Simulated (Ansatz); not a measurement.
# ZrPdSe4: the cost of one run

Method: DFT PBE, scalar-relativistic, plane waves, PAW, in Ansatz 0.2.0.

## Step 1: The system as given

Symmetry: F-43m, No. 216, cubic system. The conventional cell has a = 8.191 Å, b = 8.191 Å, c = 8.191 Å, α = 90.00°, β = 90.00°, γ = 90.00°. Around Zr (site symmetry -43m) lie 12 Se at 3.40 Å and 4 Pd at 3.55 Å. Pd (site symmetry -43m) has 12 Se at 3.40 Å and 4 Zr at 3.55 Å as nearest neighbours. Se (site symmetry 3m) has 6 Se at 2.89 to 2.90 Å and 3 Pd at 3.40 Å and 3 Zr at 3.40 Å as nearest neighbours.

Structure file:

```cif
data_structure
_symmetry_space_group_name_H-M 'F-43m'
_symmetry_Int_Tables_number 216
_cell_length_a 8.1911
_cell_length_b 8.1911
_cell_length_c 8.1911
_cell_angle_alpha 90.000
_cell_angle_beta 90.000
_cell_angle_gamma 90.000
_cell_volume 549.57
loop_
_atom_site_label
_atom_site_type_symbol
_atom_site_symmetry_multiplicity
_atom_site_Wyckoff_symbol
_atom_site_fract_x
_atom_site_fract_y
_atom_site_fract_z
_atom_site_occupancy
Zr1 Zr 4 c 0.25000 0.25000 0.25000 1
Pd1 Pd 4 a 0.00000 0.00000 0.00000 1
Se1 Se 16 e 0.62524 0.12524 0.12524 1
```

The cell is invented: species swapped into a database cell of LuInCo4 (F-43m, No. 216), with Zr on the Lu sites, Pd on the In sites and Se on the Co sites. Lengths come from tabulated atomic sizes and are only a guess.

## Step 2: The guess as it stands, on a coarse mesh

The input, input.yaml:

```yaml
crystal:
  lattice:
    - [0.0, 4.09552661, 4.09552661]
    - [4.09552661, 0.0, 4.09552661]
    - [4.09552661, 4.09552661, 0.0]
  atoms:
    - { symbol: Zr, position: [0.75, 0.75, 0.75] }
    - { symbol: Pd, position: [0.0, 0.0, 0.0] }
    - { symbol: Se, position: [0.374762, 0.374762, 0.875714] }
    - { symbol: Se, position: [0.875714, 0.374762, 0.374762] }
    - { symbol: Se, position: [0.374762, 0.374762, 0.374762] }
    - { symbol: Se, position: [0.374762, 0.875714, 0.374762] }
basis:
  ecutwfc: 420
kpoints:
  mp_grid: { grid: [4, 4, 4] }
hamiltonian:
  xc: pbe
scf:
  occupations: { method: gaussian, width: 0.1 }
  lower_state_search: "off"
output:
  forces: true
  stress: true
  eigenvalues: true
```

Started as:

```bash
> ansatz run input.yaml --threads 1 --pin off --max-ram 2560MiB --backend cpu --events-out ev --progress --plain --runs-dir out
```

**Question.** How long does this run take on 1 thread of Arm Neoverse V1, shared host, and how much memory does it need?

About 4.6 s, with a peak of 0.38 GiB.
